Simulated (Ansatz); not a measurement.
**C2H8Al2: small, medium and large basis sets**

One table from this session's results is given with a row withheld; the runs are named, their logs left out.

The runs use Ansatz 0.2.0, Gaussian basis; one geometry, several basis sets.

The runs, in order: PBE0-D4/def2-SVP; ωB97M-V/def2-SVP; PBE0-D4/def2-QZVPP; ωB97M-V/def2-QZVPP; the functionals' def2-TZVPP values are taken from earlier runs.

## The geometry

An earlier PBE0-D4 in a triple-zeta def2 set relaxation fixed the geometry.

SMILES `C[CH2][AlH][AlH2]`, 12 atoms, charge 0, spin multiplicity 1.

Atoms are counted from 1 here; the program's logs count them from 0.

Bond lengths: C1–C2 1.527 Å, C1–H5 1.094 Å, C1–H6 1.094 Å, C1–H7 1.094 Å, C2–Al3 1.969 Å, C2–H8 1.099 Å, C2–H9 1.099 Å, Al3–Al4 2.597 Å, Al3–H10 1.601 Å, Al4–H11 1.598 Å, Al4–H12 1.598 Å. Angles: C2–C1–H5 111.6°, C2–C1–H6 112.5°, C2–C1–H7 111.6°, H5–C1–H6 106.9°, H5–C1–H7 106.8°, H6–C1–H7 106.9°, C1–C2–Al3 116.7°, C1–C2–H8 110.5°, C1–C2–H9 110.5°, Al3–C2–H8 107.1°, Al3–C2–H9 107.1°, H8–C2–H9 104.2°, C2–Al3–Al4 121.9°, C2–Al3–H10 116.8°, Al4–Al3–H10 121.3°, Al3–Al4–H11 122.4°, Al3–Al4–H12 122.4°, H11–Al4–H12 115.2°.

The first run:

File in.yaml:

```yaml
crystal:
  periodic: [false, false, false]
  atoms:
    - {symbol: C, position_ang: [-0.753535, 1.511573, -0.046382]}
    - {symbol: C, position_ang: [0.265346, 0.978474, 0.957618]}
    - {symbol: Al, position_ang: [0.920962, -0.854727, 0.664959]}
    - {symbol: Al, position_ang: [0.091829, -2.307961, -1.321879]}
    - {symbol: H, position_ang: [-0.350285, 1.521885, -1.063651]}
    - {symbol: H, position_ang: [-1.070533, 2.534045, 0.181440]}
    - {symbol: H, position_ang: [-1.657464, 0.895176, -0.069816]}
    - {symbol: H, position_ang: [1.146175, 1.634194, 0.996501]}
    - {symbol: H, position_ang: [-0.143842, 1.015514, 1.976797]}
    - {symbol: H, position_ang: [1.993892, -1.412796, 1.713983]}
    - {symbol: H, position_ang: [-1.179881, -3.268566, -1.208792]}
    - {symbol: H, position_ang: [0.814437, -2.301813, -2.746878]}
basis:
  gaussian: {orbitals: def2-SVP}
hamiltonian: {xc: pbe0, dispersion: d4}
output: {orbitals: {seedname: orbitals}}
```

On the command line:

```
ansatz run in.yaml --threads 2 --pin off --events-out ev --progress --plain --max-ram 4352MiB
```

Steps of the session up to this table: PBE0-D4 in def2-SVP; ωB97M-V in def2-SVP; PBE0-D4 in def2-QZVPP; ωB97M-V in def2-QZVPP.

One of the session's tables, all rows but one given; the rest of the session is left out.

It belongs to the step «Density functionals: the series». 

| functional | basis | HOMO (eV) | LUMO (eV) |
| --- | --- | --- | --- |
| PBE0-D4 | def2-SVP | -6.65 | -1.98 |
| PBE0-D4 | def2-TZVPP | -6.62 | -1.98 |
| PBE0-D4 | def2-QZVPP | ? | ? |
| ωB97M-V | def2-SVP | -8.53 | -0.29 |
| ωB97M-V | def2-TZVPP | -8.54 | -0.35 |
| ωB97M-V | def2-QZVPP | -8.54 | -0.45 |

**Question.** Estimate the row for PBE0-D4, def2-QZVPP.

**Answer.** HOMO (eV): -6.62; LUMO (eV): -1.99.
